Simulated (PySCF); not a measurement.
# trifluoromethanesulfonic acid (CHF3O3S): electronic excitations and core binding energies

Aim: predict the electronic excitations and core binding energies of trifluoromethanesulfonic acid (CHF3O3S) (`O=S(=O)(O)C(F)(F)F`).

Programs: PySCF 2.14.0, with density-fitted response routines of our own. Each step states its level of theory. These are calculated values for one molecule in the gas phase, unless marked as measured. Atoms are numbered from 0 throughout.

### Step 1. The molecule as given

9 atoms, charge 0, multiplicity 1; geometry from: GFN2-xTB.

Bonds of the start (Å): O0–S1 1.42, S1–O2 1.41, S1–O3 1.58, S1–C4 1.87, C4–F5 1.33, C4–F6 1.32, C4–F7 1.32, O3–H8 0.96.

### Step 2. Ultraviolet spectrum: CAM-B3LYP/def2-SVPD

What the job is given:

```
{"job": {"kind": "uv", "xc": "CAM-B3LYP", "basis": "def2-SVPD", "nstates": 8, "ntriplets": 3}, "charge": 0, "multiplicity": 1}
O     -0.931004     0.032732     1.615410
S     -0.788164    -0.258770     0.233579
O     -1.397175    -1.389408    -0.351246
O     -1.135786     1.036177    -0.608084
C      1.039005    -0.315635    -0.147301
F      1.565024     0.847987     0.224308
F      1.638746    -1.291478     0.512391
F      1.231909    -0.477157    -1.444959
H     -1.208994     1.821547    -0.059277
```

Level: TDDFT CAM-B3LYP/def2-SVPD, vertical, gas phase, core orbitals frozen in the response.

Log:

```text
coarse grid: 9848 points
cycle   1  E = -960.7959847091  dE =  2.461e+00  |g| = 1.528e+00  |ddm| = 3.892e+00
cycle   2  E = -960.2006182259  dE =  5.954e-01  |g| = 2.448e+00  |ddm| = 3.354e+00
cycle   3  E = -961.2343638546  dE = -1.034e+00  |g| = 1.636e-01  |ddm| = 2.107e+00
cycle   4  E = -961.2368062477  dE = -2.442e-03  |g| = 1.185e-01  |ddm| = 2.371e-01
cycle   5  E = -961.2392679833  dE = -2.462e-03  |g| = 1.235e-02  |ddm| = 1.057e-01
cycle   6  E = -961.2392993348  dE = -3.135e-05  |g| = 2.718e-03  |ddm| = 1.764e-02
cycle   7  E = -961.2393003513  dE = -1.017e-06  |g| = 1.945e-03  |ddm| = 4.525e-03
final grid: 96768 points
cycle   8  E = -961.3681406304  dE = -2.467e-05  |g| = 4.574e-03  |ddm| = 3.314e-02
cycle   9  E = -961.3681369467  dE =  3.684e-06  |g| = 6.531e-03  |ddm| = 8.258e-03
cycle  10  E = -961.3681441622  dE = -7.215e-06  |g| = 5.935e-04  |ddm| = 4.833e-03
cycle  11  E = -961.3681442150  dE = -5.280e-08  |g| = 2.434e-04  |ddm| = 5.913e-04
cycle  12  E = -961.3681442251  dE = -1.013e-08  |g| = 6.171e-05  |ddm| = 2.549e-04
cycle  13  E = -961.3681442259  dE = -7.735e-10  |g| = 1.741e-05  |ddm| = 6.904e-05
converged SCF energy = -961.3681442259

Static polarisability (au): isotropic 46.309, principal 44.243 46.532 48.152

Singlet excitations
state   eV       nm        f      main configurations
  1   8.5286    145.4   0.00987   H->L 0.81
  2   8.9314    138.8   0.05134   H-1->L 0.79
  3   9.0794    136.6   0.00450   H->L+1 0.20, H-2->L 0.18, H->L+2 0.18
  4   9.2545    134.0   0.00321   H-2->L 0.29, H-1->L+1 0.13, H-1->L+2 0.10
  5   9.3715    132.3   0.01504   H-2->L 0.27, H-1->L+1 0.16, H->L+1 0.11
  6   9.5133    130.3   0.01712   H-3->L 0.51, H-4->L 0.12, H->L+1 0.12
  7   9.5680    129.6   0.01884   H-1->L+1 0.23, H->L+1 0.16, H->L+5 0.11
  8   9.7227    127.5   0.00335   H-2->L+1 0.47, H-2->L+2 0.16, H-2->L+4 0.12

Triplet excitations (Tamm-Dancoff, eV): 8.1118 8.3341 8.5040
```

Wall time 33 s (1 thread, shared host).

The orbitals next to the gap, with their largest atomic shares:

```tsv
orbital	eV	atoms
HOMO−3	-12.87	O3 35 %, O2 29 %, O0 19 %
HOMO−2	-12.31	O2 41 %, O0 40 %, S1 11 %
HOMO−1	-11.81	O0 36 %, O2 23 %, S1 12 %
HOMO	-11.61	O0 37 %, O2 36 %, O3 10 %
LUMO	0.16	S1 32 %, O3 25 %, H8 20 %
LUMO+1	1.24	S1 36 %, F6 16 %, C4 10 %
LUMO+2	1.42	S1 45 %, F5 11 %, O0 9 %
```

With each of the 8 states as a Gaussian band of 0.4 eV half-width at 1/e, the curve within the window shown has maxima at 137 nm (ε 2,900) L/(mol cm). Beyond the last state computed it falls off for lack of states. The curve at chosen wavelengths:

```
 nm  ε (L/mol/cm)
124           472
125           729
127          1397
128          1753
129          2078
130          2344
132          2676
133          2764
134          2826
136          2906
137          2914
138          2881
139          2793
141          2438
142          2188
143          1914
144          1634
146          1117
147           899
148           712
150           426
151           322
152           239
153           175
155            88
156            60
```

Ground-state properties from the same run:

```tsv
property	computed
dipole moment (D)	2.76
polarisability (Å³)	6.86
HOMO–LUMO gap (eV)	11.77
−ε(HOMO) (eV)	11.61
```

### Step 3. Core-electron binding energies: SCAN, X2C

Settings changed since step 2:

```diff
@@ -1,2 +1,2 @@
-{"job": {"kind": "uv", "xc": "CAM-B3LYP", "basis": "def2-SVPD", "nstates": 8, "ntriplets": 3}, "charge": 0, "multiplicity": 1}
+{"job": {"kind": "xps"}, "charge": 0, "multiplicity": 1}
 O     -0.931004     0.032732     1.615410
```

Method: delta-SCF UKS SCAN, pcX-2 on the ionised atom, pcseg-1 elsewhere, spin-free X2C.

Log:

```text
ground state, core basis on atom 0 (O), 152 functions
  cycle   1  E = -962.80271545  |g| = 1.49e+00
  cycle   2  E = -960.91926469  |g| = 3.51e+00
  cycle   3  E = -963.17023260  |g| = 3.84e-01
  cycle   4  E = -963.18601290  |g| = 2.67e-01
  cycle   5  E = -963.19822401  |g| = 5.77e-02
  cycle   6  E = -963.19878903  |g| = 2.39e-02
  cycle   7  E = -963.19885905  |g| = 1.40e-02
  cycle   8  E = -963.19889639  |g| = 2.46e-03
  cycle   9  E = -963.19889710  |g| = 7.76e-04
  cycle  10  E = -963.19889592  |g| = 2.37e-04
  E(ground) = -963.21974422 Eh
hole in O 1s of atom 0
  cycle   1  E = -942.55427858  |g| = 2.23e+00
  cycle   2  E = -941.69210050  |g| = 2.44e+00
  cycle   3  E = -943.10807668  |g| = 8.45e-01
  cycle   4  E = -943.19633740  |g| = 6.94e-01
  cycle   5  E = -943.36581188  |g| = 1.79e-01
  cycle   6  E = -943.37547890  |g| = 9.25e-02
  cycle   7  E = -943.37854256  |g| = 1.87e-02
  cycle   8  E = -943.37868236  |g| = 5.40e-03
  cycle   9  E = -943.37869052  |g| = 3.21e-03
  cycle  10  E = -943.37869424  |g| = 8.74e-04
  cycle  11  E = -943.37869626  |g| = 5.19e-04
  cycle  12  E = -943.37869607  |g| = 1.67e-04
  E(ion) = -943.40275803 Eh   <S^2> = 0.7647   hole on atom = 1.000   binding energy = 539.248 eV
ground state, core basis on atom 1 (S), 163 functions
  cycle   1  E = -963.37779456  |g| = 4.28e-01
  cycle   2  E = -963.36859375  |g| = 2.60e-01
  cycle   3  E = -963.36168680  |g| = 3.19e-01
  cycle   4  E = -963.38038268  |g| = 4.50e-02
  cycle   5  E = -963.38074018  |g| = 1.18e-02
  cycle   6  E = -963.38076226  |g| = 4.32e-03
  cycle   7  E = -963.38076572  |g| = 1.41e-03
  cycle   8  E = -963.38076711  |g| = 5.38e-04
  cycle   9  E = -963.38076496  |g| = 1.15e-04
  E(ground) = -963.38787964 Eh
hole in S 1s of atom 1
  cycle   1  E = -870.89619244  |g| = 5.08e+00
  cycle   2  E = -869.95653160  |g| = 3.04e+00
  cycle   3  E = -870.21416273  |g| = 2.12e+00
  cycle   4  E = -871.94968369  |g| = 5.69e-01
  cycle   5  E = -871.99476394  |g| = 4.13e-01
  cycle   6  E = -872.06152404  |g| = 1.43e-01
  cycle   7  E = -872.06882061  |g| = 3.77e-02
  cycle   8  E = -872.06937647  |g| = 1.03e-02
  cycle   9  E = -872.06941336  |g| = 4.12e-03
  cycle  10  E = -872.06941688  |g| = 3.39e-03
  cycle  11  E = -872.06941962  |g| = 1.40e-03
  cycle  12  E = -872.06942236  |g| = 2.93e-04
  E(ion) = -872.07181145 Eh   <S^2> = 0.7519   hole on atom = 1.000   binding energy = 2484.837 eV
hole in S 2p of atom 1
  cycle   1  E = -956.47414629  |g| = 1.56e+00
  cycle   2  E = -955.50700256  |g| = 2.18e+00
  cycle   3  E = -956.64956466  |g| = 8.09e-01
  cycle   4  E = -956.86135333  |g| = 2.66e-01
  cycle   5  E = -956.88076877  |g| = 1.50e-01
  cycle   6  E = -956.88867553  |g| = 5.79e-02
  cycle   7  E = -956.88990044  |g| = 1.79e-02
  cycle   8  E = -956.88995030  |g| = 1.48e-02
  cycle   9  E = -956.89003466  |g| = 3.33e-03
  cycle  10  E = -956.89004035  |g| = 8.29e-04
  cycle  11  E = -956.89004106  |g| = 7.46e-04
  cycle  12  E = -956.89004012  |g| = 1.78e-04
  E(ion) = -956.90666149 Eh   <S^2> = 0.7539   hole on atom = 1.001   binding energy = 176.363 eV
  2p3/2 = 175.861 eV   2p1/2 = 177.095 eV
ground state, core basis on atom 3 (O), 152 functions
  cycle   1  E = -963.19645476  |g| = 1.16e-01
  cycle   2  E = -963.19407643  |g| = 1.33e-01
  cycle   3  E = -963.19662430  |g| = 6.48e-02
  cycle   4  E = -963.19734533  |g| = 1.61e-02
  cycle   5  E = -963.19740671  |g| = 1.98e-03
  cycle   6  E = -963.19740805  |g| = 1.36e-03
  cycle   7  E = -963.19740935  |g| = 2.55e-04
  E(ground) = -963.22018985 Eh
hole in O 1s of atom 3
  cycle   1  E = -942.49321107  |g| = 2.22e+00
  cycle   2  E = -941.68710741  |g| = 2.40e+00
  cycle   3  E = -943.04810789  |g| = 8.32e-01
  cycle   4  E = -943.16872009  |g| = 6.13e-01
  cycle   5  E = -943.30399620  |g| = 8.66e-02
  cycle   6  E = -943.30651424  |g| = 4.02e-02
  cycle   7  E = -943.30702092  |g| = 2.34e-02
  cycle   8  E = -943.30720739  |g| = 8.95e-03
  cycle   9  E = -943.30723814  |g| = 2.82e-03
  cycle  10  E = -943.30723995  |g| = 1.21e-03
  cycle  11  E = -943.30724305  |g| = 4.43e-04
  E(ion) = -943.33173945 Eh   <S^2> = 0.7639   hole on atom = 1.000   binding energy = 541.192 eV
ground state, core basis on atom 4 (C), 152 functions
  cycle   1  E = -963.17875907  |g| = 9.74e-02
  cycle   2  E = -963.17586615  |g| = 1.48e-01
  cycle   3  E = -963.17977195  |g| = 2.46e-02
  cycle   4  E = -963.17982462  |g| = 1.82e-02
  cycle   5  E = -963.17988929  |g| = 1.66e-03
  cycle   6  E = -963.17988848  |g| = 1.07e-03
  cycle   7  E = -963.17988691  |g| = 1.69e-04
  E(ground) = -963.20276050 Eh
hole in C 1s of atom 4
  cycle   1  E = -951.63029725  |g| = 1.51e+00
  cycle   2  E = -942.78481020  |g| = 4.16e+00
  cycle   3  E = -951.66555470  |g| = 1.11e+00
  cycle   4  E = -952.04999037  |g| = 6.11e-01
  cycle   5  E = -952.15861552  |g| = 2.29e-01
  cycle   6  E = -952.17380697  |g| = 1.21e-01
  cycle   7  E = -952.17894025  |g| = 2.27e-02
  cycle   8  E = -952.17902271  |g| = 1.89e-02
  cycle   9  E = -952.17914876  |g| = 7.93e-03
  cycle  10  E = -952.17917858  |g| = 2.33e-03
  cycle  11  E = -952.17918167  |g| = 2.10e-03
  cycle  12  E = -952.17918337  |g| = 6.30e-04
  cycle  13  E = -952.17918469  |g| = 2.73e-04
  E(ion) = -952.20572965 Eh   <S^2> = 0.7785   hole on atom = 1.000   binding energy = 299.244 eV
ground state, core basis on atom 5 (F), 152 functions
  cycle   1  E = -963.20952756  |g| = 1.19e-01
  cycle   2  E = -963.20902188  |g| = 7.44e-02
  cycle   3  E = -963.20913149  |g| = 6.86e-02
  cycle   4  E = -963.20976829  |g| = 8.42e-03
  cycle   5  E = -963.20977976  |g| = 1.74e-03
  cycle   6  E = -963.20978192  |g| = 6.90e-04
  cycle   7  E = -963.20978081  |g| = 1.42e-04
  E(ground) = -963.23635733 Eh
hole in F 1s of atom 5
  cycle   1  E = -936.77261757  |g| = 2.58e+00
  cycle   2  E = -936.12573632  |g| = 2.44e+00
  cycle   3  E = -937.25532459  |g| = 9.87e-01
  cycle   4  E = -937.48976741  |g| = 6.73e-01
  cycle   5  E = -937.64208935  |g| = 1.98e-01
  cycle   6  E = -937.65440090  |g| = 9.93e-02
  cycle   7  E = -937.65752802  |g| = 3.70e-02
  cycle   8  E = -937.65802775  |g| = 1.17e-02
  cycle   9  E = -937.65807383  |g| = 4.38e-03
  cycle  10  E = -937.65808063  |g| = 1.03e-03
  cycle  11  E = -937.65808020  |g| = 4.65e-04
  E(ion) = -937.69217047 Eh   <S^2> = 0.7575   hole on atom = 1.000   binding energy = 695.093 eV
```

Run time: 38 s. Hardware: 1 thread, shared host.

The holes in one table. −ε is the ground-state orbital energy:

```tsv
hole	stands for	environment	ΔSCF (eV; 2p as the shell's mean)	−ε (eV)	⟨S²⟩
O1s on O0	O0, O2	S=O oxygen	539.25	517.7	0.765
S1s on S1	S1	sulfonyl sulfur	2484.84	2421.7	0.752
S2p on S1	S1	sulfonyl sulfur	176.27	164.1	0.754
O1s on O3	O3	oxygen bonded to S, H	541.19	519.4	0.764
C1s on C4	C4	CF3 carbon	299.24	281.9	0.778
F1s on F5	F5, F6, F7	fluorine of an SCF3 group	695.09	669.0	0.757
```

Each hole run stands for the others of its class of like atoms.

With the spin-orbit splitting: S1 2p3/2 175.86, 2p1/2 177.10 eV. The table gives each 2p level as the mean over the whole 2p shell (two parts 2p3/2, one part 2p1/2), which differs a little from the single hole in the log.

### Step 4. Results

| quantity | value |
| --- | --- |
| lowest singlet (CAM-B3LYP/def2-SVPD) | 8.53 eV (145 nm), f = 0.010 |
| brightest single state of those computed | state 2, 8.93 eV, f = 0.051 |
| lowest triplet | 8.11 eV |
| O1s binding energies, SCAN/pcX-2 | O3 541.19, O0 539.25 eV |
| S1s binding energies, SCAN/pcX-2 | S1 2484.84 eV |
| S2p binding energies, SCAN/pcX-2 | S1 176.27 eV |
| C1s binding energies, SCAN/pcX-2 | C4 299.24 eV |
| F1s binding energies, SCAN/pcX-2 | F5 695.09 eV |

In words: The lowest singlet, at 8.53 eV, is HOMO→LUMO 0.81 and is weak; of the 8 states computed, the strongest absorption comes from state 2 at 8.93 eV. The lowest triplet lies 0.42 eV below the lowest singlet (triplets in Tamm-Dancoff, singlets in full TDDFT). O3 (oxygen bonded to S, H) binds its O1s electron 1.94 eV more tightly than O0 (S=O oxygen).
